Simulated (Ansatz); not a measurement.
Consider a convergence test of the plane-wave cutoff of CaBi₃, space group Pm-3m (the Python package of Ansatz (0.2.0)).

`ecut_cabi3.py`
```python
'''Convergence of CaBi3 with the plane-wave cutoff.'''

import ansatz as az
import pandas as pd

xtal = (
    az.Lattice.from_parameters(4.972059, 4.972059, 4.972059, alpha=90.0, beta=90.0, gamma=90.0)
    .atom('Ca', (0.5, 0.5, 0.5))
    .atom('Bi', (0.5, 0.0, 0.0))
    .atom('Bi', (0.0, 0.5, 0.0))
    .atom('Bi', (0.0, 0.0, 0.5))
)

job = (
    xtal.calculation()
    .pseudopotentials('paw', azcp={'folder': 'soft_1'})
    .functional(az.Functional.LDA)
    .kpoints(5)
    .occupations('Fermi-Dirac', width=0.15)
    .forces()
    .stress()
)

rows = []
for value in [250, 350, 450, 550, 650, 750]:
    data = job.basis(value).run(threads=1, backend='cpu').report
    rows.append((value, data['free_energy_ev'] / len(data['lattice']['sites']), data['n_iterations'], sum(data['stress_gpa'][i][i] for i in range(3)) / 3, max(abs(f) for row in data['forces_ev_ang'] for f in row), data['n_pw']))

table = pd.DataFrame(rows, columns=['cutoff (eV)', 'F/atom (eV)', 'iterations', 'P (GPa)', 'max component (eV/A)', 'plane waves'])
print(table.round(5).to_string(index=False))

# the last row is the reference
for row in rows[:-1]:
    shift = 1000 * (row[1] - rows[-1][1])
    print(f'{row[0]}: {shift:+.2f} meV/atom' + ('  (within 5 meV)' if abs(shift) < 5 else ''))
```

How fast does the energy converge with the cutoff (threshold 5 meV an atom)?

From 350 eV on it stays within 5 meV an atom of the value at 750 eV; the first row (250 eV) is off by 379.2 meV and the last but one by 0.04 meV. The energy falls steadily, as expected when plane waves are added. The pressure moves from -3.10 to -3.14 GPa (the program's stress holds a Pulay correction, so it settles early).

The output:

Running `python ecut_cabi3.py` prints:
```text
DeckWarning: basis.ecutwfc = 250 eV is below the records' recommended 420 eV, and the density's cutoff is lower with it unless basis.ecutrho_ratio is high enough to keep the records' density cutoff: compare with a run at a higher cutoff
DeckWarning: soft_1/Ca.paw.azcp: the record states the generating functional pbe (its physics header spells it `PBE`), which answers neither for hamiltonian.xc's functional nor for the lda family's — [...]
DeckWarning: soft_1/Bi.paw.azcp: the record states the generating functional pbe (its physics header spells it `PBE`), which answers neither for hamiltonian.xc's functional nor for the lda family's — [...]
DeckWarning: basis.ecutwfc = 350 eV is below the records' recommended 420 eV, and the density's cutoff is lower with it unless basis.ecutrho_ratio is high enough to keep the records' density cutoff: compare with a run at a higher cutoff
 cutoff (eV)  F/atom (eV)  iterations  P (GPa)  max component (eV/A)  plane waves
         250  -9509.11299           8 -3.09673                   0.0         1141
         350  -9509.49014           8 -3.13836                   0.0         1839
         450  -9509.49176           9 -3.13943                   0.0         2601
         550  -9509.49205           8 -3.13893                   0.0         3695
         650  -9509.49219           8 -3.13887                   0.0         4625
         750  -9509.49223           9 -3.13887                   0.0         5743
250: +379.24 meV/atom
350: +2.09 meV/atom  (within 5 meV)
450: +0.47 meV/atom  (within 5 meV)
550: +0.18 meV/atom  (within 5 meV)
650: +0.04 meV/atom  (within 5 meV)
```
(Warnings from the package without file and line, shortened.)

Caveats:
- For a metal this k-point mesh is coarse: on a finer one energies can move by several to tens of meV an atom and pressures by half a GPa or more, differences at one mesh by less.
- The smearing is wide enough that free energy and stress hold a thermal part of the electrons.
- Forces vanish by symmetry here and test nothing.
- The PAW files read here were made with PBE, not with each functional that runs on them.
- Pressure is positive in compression.
- Spin-orbit coupling, which matters for elements this heavy, is left out.
- This cell is a computed structure, which may not be the phase found in nature.
- Shifts are counted from the last row, which is itself no proven limit.
- Wall time of the script: 15 s on 1 thread of Intel(R) Xeon(R) Processor @ 2.30GHz, on a shared host, peak memory 0.68 GiB.
